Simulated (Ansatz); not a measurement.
**BCl₂HO: a ladder of functionals and wavefunction methods**

One table from this session's results is given with a row withheld; the runs are named, their logs left out.

Program: Ansatz 0.2.0, Gaussian basis. Level of theory: functionals in def2-TZVPP, the program's frozen cores in correlated methods. These are calculated values, not measurements.

Plan: LDA (SPW92), PBE-D4, revPBE-D4, BLYP-D4, r2SCAN-D4, B97M-V, PBE0-D4, B3LYP-D4, r2SCANh-D4, r2SCAN0-D4, HSE06-D4, BHLYP-D4, CAM-B3LYP-D4, LC-ωPBE, ωB97X-V, ωB97M-V, B2PLYP, PBE-QIDH; CCSD(T)/def2-SVP; CCSD(T)/def2-TZVPP; CCSD(T)/def2-QZVPP; extrapolation to the limit; RPA on PBE.

**The geometry**

The geometry comes from an earlier relaxation with PBE0-D4 in a triple-zeta def2 set; it is a stationary point.

SMILES `OB(Cl)Cl`, 5 atoms, charge 0, spin multiplicity 1.

Atoms are counted from 1 here; the program's logs count them from 0.

Bond lengths: O1–B2 1.341 Å, O1–H5 0.962 Å, B2–Cl3 1.745 Å, B2–Cl4 1.762 Å. Angles: B2–O1–H5 113.4°, O1–B2–Cl3 118.8°, O1–B2–Cl4 121.4°, Cl3–B2–Cl4 119.8°.

Set-up of the first run:

Input file in.yaml:

```yaml
crystal:
  periodic: [false, false, false]
  atoms:
    - {symbol: O, position_ang: [0.777188, 0.657495, 0.384924]}
    - {symbol: B, position_ang: [-0.122777, -0.285650, 0.072415]}
    - {symbol: Cl, position_ang: [-0.309904, -1.655662, 1.137136]}
    - {symbol: Cl, position_ang: [-1.109941, -0.165273, -1.381706]}
    - {symbol: H, position_ang: [0.815333, 1.375391, -0.254168]}
basis:
  gaussian: {orbitals: def2-TZVPP}
hamiltonian: {xc: lda}
output: {orbitals: {seedname: orbitals}}
```

Launch:

```sh
$ ansatz run in.yaml --threads 2 --pin off --events-out ev --progress --plain --max-ram 22528MiB --backend cpu
```

Among the steps run: LDA; PBE-D4 (GGA); revPBE-D4 (GGA); BLYP-D4 (GGA); r2SCAN-D4 (meta-GGA); B97M-V (meta-GGA); B3LYP-D4 (hybrid); r2SCANh-D4 (hybrid); r2SCAN0-D4 (hybrid); HSE06-D4 (hybrid); BHLYP-D4 (hybrid); CAM-B3LYP-D4 (range-separated); LC-ωPBE (range-separated); ωB97X-V (range-separated); ωB97M-V (range-separated); B2PLYP (double hybrid); PBE-QIDH (double hybrid).

One of the session's tables, all rows but one given; the rest of the session is left out.

It belongs to the step «Frontier levels by functional». 

```
  functional  HOMO (eV)  gap (eV)
 LDA (SPW92)          ?         ?
      PBE-D4      -7.63      6.26
   revPBE-D4      -7.57      6.32
     BLYP-D4      -7.46      6.26
   r2SCAN-D4      -8.00      6.97
      B97M-V      -8.10      7.23
     PBE0-D4      -9.08      8.71
    B3LYP-D4      -8.79      8.22
  r2SCANh-D4      -8.53      7.85
  r2SCAN0-D4      -9.32      9.17
    HSE06-D4      -8.68      7.92
    BHLYP-D4     -10.38     11.16
CAM-B3LYP-D4     -10.47     11.29
     LC-ωPBE     -11.93     13.92
     ωB97X-V     -11.53     13.48
     ωB97M-V     -11.35     13.15
```

**Question.** Estimate the row for LDA (SPW92).

As computed: HOMO (eV): -7.77; gap (eV): 6.11. In the column «HOMO (eV)» it lies between r2SCAN-D4 (-8.00) and PBE-D4 (-7.63).
